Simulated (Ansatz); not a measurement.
# Sr: substituted relatives

The task here is to estimate one member of a computed series from the others.

Program: Ansatz 0.2.0. Level of theory: DFT r2SCAN, scalar-relativistic, plane waves, PAW. These are calculated values, not measurements.

1 further run of the same task is left out (set aside as unsound or not needed).

## The starting structure

Symmetry: P6_3/mmc, No. 194, hexagonal system. Conventional cell: a = 4.306 Å, b = 4.306 Å, c = 7.117 Å, α = 90.00°, β = 90.00°, γ = 120.00°. Sr (site symmetry -6m2) has 12 Sr at 4.31 to 4.34 Å as nearest neighbours.

As a file:

```xyz
2
Lattice="4.3063 0.0000 0.0000 -2.1531 3.7293 0.0000 0.0000 0.0000 7.1170" Properties=species:S:1:pos:R:3 pbc="T T T"
Sr    0.0000    2.4862    1.7792
Sr    2.1531    1.2431    5.3377
```

It is the result of an earlier relaxation at this level (volume 57.15 Å³/atom; gap on the mesh: none (metal)).

Set-up of the first run:

Input file input.yaml:

```yaml
crystal:
  lattice:
    - [3.1529055913, 0.0, 0.0]
    - [-1.5764527957, 2.7304963378, 0.0]
    - [0.0, 0.0, 5.2108148701]
  atoms:
    - { symbol: Ni, position: [0.3333333333, 0.6666666667, 0.25], spin: 2.0 }
    - { symbol: Ni, position: [0.6666666667, 0.3333333333, 0.75], spin: 2.0 }
basis:
  ecutwfc: 500
kpoints:
  mp_grid: { grid: [6, 6, 4] }
hamiltonian:
  xc: r2scan
scf:
  occupations: { method: gaussian, width: 0.1 }
  lower_state_search: "off"
output:
  forces: true
  stress: true
  eigenvalues: true
  populations: true
magnetization:
  spin_polarized: true
```

Command:

```bash
ansatz run input.yaml --threads 1 --pin off --max-ram 2560MiB --backend cpu --events-out ev --progress --plain --runs-dir out
```

Among the steps run: A first look at the start (Ni); A loose first relaxation (Ni); Full relaxation (Ni); Quick check of gap, pressure and forces (Ba); The relaxation (Ba).

One of the session's tables, all rows but one given; the rest of the session is left out.

It belongs to the step «The crystals compared». Lengths are those of the vectors of the cell that was run:

| swap | volume (Å³/atom) | a (Å) | b (Å) | c (Å) |
| --- | --- | --- | --- | --- |
| none | 57.15 | 4.306 | 4.306 | 7.117 |
| Sr → Be | 7.91 | 2.264 | 2.264 | 3.563 |
| Sr → Ni | ? | ? | ? | ? |
| Sr → Ba | 66.01 | 4.512 | 4.512 | 7.489 |

Q: Estimate the row for Sr → Ni from the others.

As computed: volume (Å³/atom): 10.55; a (Å): 2.448; b (Å): 2.448; c (Å): 4.068. In the column «volume (Å³/atom)» it lies between Sr → Be (7.91) and none (57.15).

Lengths are those of the computed cell. Rows of earlier swaps come from the sessions before.

Caveats from the session: The magnetic state reached may not be the lowest one. Warnings in the runs' records: stability check not made.
